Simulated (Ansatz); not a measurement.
**Ta: an axial (c/a) deformation path**

Aim: for Ta, look for other minima along an axial (c/a) path.

This is Ta in the hcp structure; at room conditions it is bcc.

Computed with Ansatz 0.2.0 (DFT PBEsol, scalar-relativistic, plane waves, PAW, unless a step's input says otherwise).

### 1 The structure to begin with

The structure is hexagonal, space group P6_3/mmc (No. 194). The conventional cell has a = 2.900 Å, b = 2.900 Å, c = 5.166 Å, α = 90.00°, β = 90.00°, γ = 120.00°. Ta (site symmetry -6m2) is surrounded by 12 Ta at 2.90 to 3.08 Å.

As a file:

```cif
data_structure
_symmetry_space_group_name_H-M 'P 1'
_symmetry_Int_Tables_number 1
_cell_length_a 2.9004
_cell_length_b 2.9004
_cell_length_c 5.1663
_cell_angle_alpha 90.000
_cell_angle_beta 90.000
_cell_angle_gamma 120.000
_cell_volume 37.64
loop_
_atom_site_label
_atom_site_type_symbol
_atom_site_fract_x
_atom_site_fract_y
_atom_site_fract_z
_atom_site_occupancy
Ta1 Ta 0.66667 0.33333 0.75000 1
Ta2 Ta 0.33333 0.66667 0.25000 1
```

It goes back to an entry of the Materials Project, which need not be the stable form.

No relaxation comes first: the listed cell is the starting point.

### 2 Zero of energy

Reference values: F = -19612.3863 eV; pressure -7.08 GPa; largest force 0.000 eV/Å; gap on the mesh none (metal). It was computed beforehand with the settings of the runs below.

### 3 Setting up an axial (c/a) deformation path

At fixed volume and fractional coordinates, lengths along (0.000, 0.000, 1.000) are scaled against those across it; ρ is that ratio over its starting value.

### 4 At ρ = 0.850

The input, input.yaml:

```yaml
crystal:
  lattice:
    - [3.0618276416, 0.0, 0.0]
    - [-1.5309138208, 2.6516205196, 0.0]
    - [0.0, 0.0, 4.6357860716]
  atoms:
    - { symbol: Ta, position: [0.6666666667, 0.3333333333, 0.75] }
    - { symbol: Ta, position: [0.3333333333, 0.6666666667, 0.25] }
basis:
  ecutwfc: 420
kpoints:
  mp_grid: { grid: [24, 24, 10] }
hamiltonian:
  xc: pbesol
scf:
  occupations: { method: gaussian, width: 0.15 }
output:
  forces: true
  stress: true
  eigenvalues: true
```

Command:

```bash
> ansatz run input.yaml --threads 1 --pin off --max-ram 2560MiB --backend cpu --events-out ev --progress --plain --runs-dir out
```

### 5 At ρ = 1.200

input.yaml: that of step 4 with these lines changed.

```diff
@@ -2,5 +2,5 @@
   lattice:
-    - [3.0618276416, 0.0, 0.0]
-    - [-1.5309138208, 2.6516205196, 0.0]
-    - [0.0, 0.0, 4.6357860716]
+    - [2.7293546175, 0.0, 0.0]
+    - [-1.3646773087, 2.3636904347, 0.0]
+    - [0.0, 0.0, 5.8339799629]
   atoms:
```

### 6 ρ = 0.920

input.yaml: that of step 5 with these lines changed.

```diff
@@ -2,5 +2,5 @@
   lattice:
-    - [2.7293546175, 0.0, 0.0]
-    - [-1.3646773087, 2.3636904347, 0.0]
-    - [0.0, 0.0, 5.8339799629]
+    - [2.9821153548, 0.0, 0.0]
+    - [-1.4910576774, 2.5825876543, 0.0]
+    - [0.0, 0.0, 4.8869285271]
   atoms:
```

### 7 At ρ = 1.100

input.yaml: that of step 6 with these lines changed.

```diff
@@ -2,5 +2,5 @@
   lattice:
-    - [2.9821153548, 0.0, 0.0]
-    - [-1.4910576774, 2.5825876543, 0.0]
-    - [0.0, 0.0, 4.8869285271]
+    - [2.8096754255, 0.0, 0.0]
+    - [-1.4048377127, 2.4332502948, 0.0]
+    - [0.0, 0.0, 5.5051931301]
   atoms:
```

### 8 Point ρ = 0.960

input.yaml: that of step 7 with these lines changed.

```diff
@@ -2,5 +2,5 @@
   lattice:
-    - [2.8096754255, 0.0, 0.0]
-    - [-1.4048377127, 2.4332502948, 0.0]
-    - [0.0, 0.0, 5.5051931301]
+    - [2.9401081346, 0.0, 0.0]
+    - [-1.4700540673, 2.5462083345, 0.0]
+    - [0.0, 0.0, 5.0275715252]
   atoms:
```

### 9 At ρ = 1.050

input.yaml: that of step 8 with these lines changed.

```diff
@@ -2,5 +2,5 @@
   lattice:
-    - [2.9401081346, 0.0, 0.0]
-    - [-1.4700540673, 2.5462083345, 0.0]
-    - [0.0, 0.0, 5.0275715252]
+    - [2.8535836961, 0.0, 0.0]
+    - [-1.4267918481, 2.4712759727, 0.0]
+    - [0.0, 0.0, 5.3370790476]
   atoms:
```

### 10 At ρ = 0.800

input.yaml: that of step 9 with these lines changed.

```diff
@@ -2,5 +2,5 @@
   lattice:
-    - [2.8535836961, 0.0, 0.0]
-    - [-1.4267918481, 2.4712759727, 0.0]
-    - [0.0, 0.0, 5.3370790476]
+    - [3.1243311036, 0.0, 0.0]
+    - [-1.5621655518, 2.7057501056, 0.0]
+    - [0.0, 0.0, 4.4521599695]
   atoms:
```

### 11 At ρ = 1.300

input.yaml: that of step 10 with these lines changed.

```diff
@@ -2,5 +2,5 @@
   lattice:
-    - [3.1243311036, 0.0, 0.0]
-    - [-1.5621655518, 2.7057501056, 0.0]
-    - [0.0, 0.0, 4.4521599695]
+    - [2.6574958639, 0.0, 0.0]
+    - [-1.3287479319, 2.3014589286, 0.0]
+    - [0.0, 0.0, 6.1537474765]
   atoms:
@@ -20 +20,5 @@
   eigenvalues: true
+  write_density: true
+  write_potential: true
+  elf: true
+  volumetric_format: npy
```

(Steps that only read results are left out.)

Q: Predict the outcome of this session. Wanted: highest point.

As calculated:

```
     quantity                        value
highest point  598.6 meV/atom at ρ = 1.300
```

In words: The undisturbed cell stays the lowest of the sampled points. No sampled point inside the path is a dip, apart from those named. Spin-orbit coupling is left out for Ta.
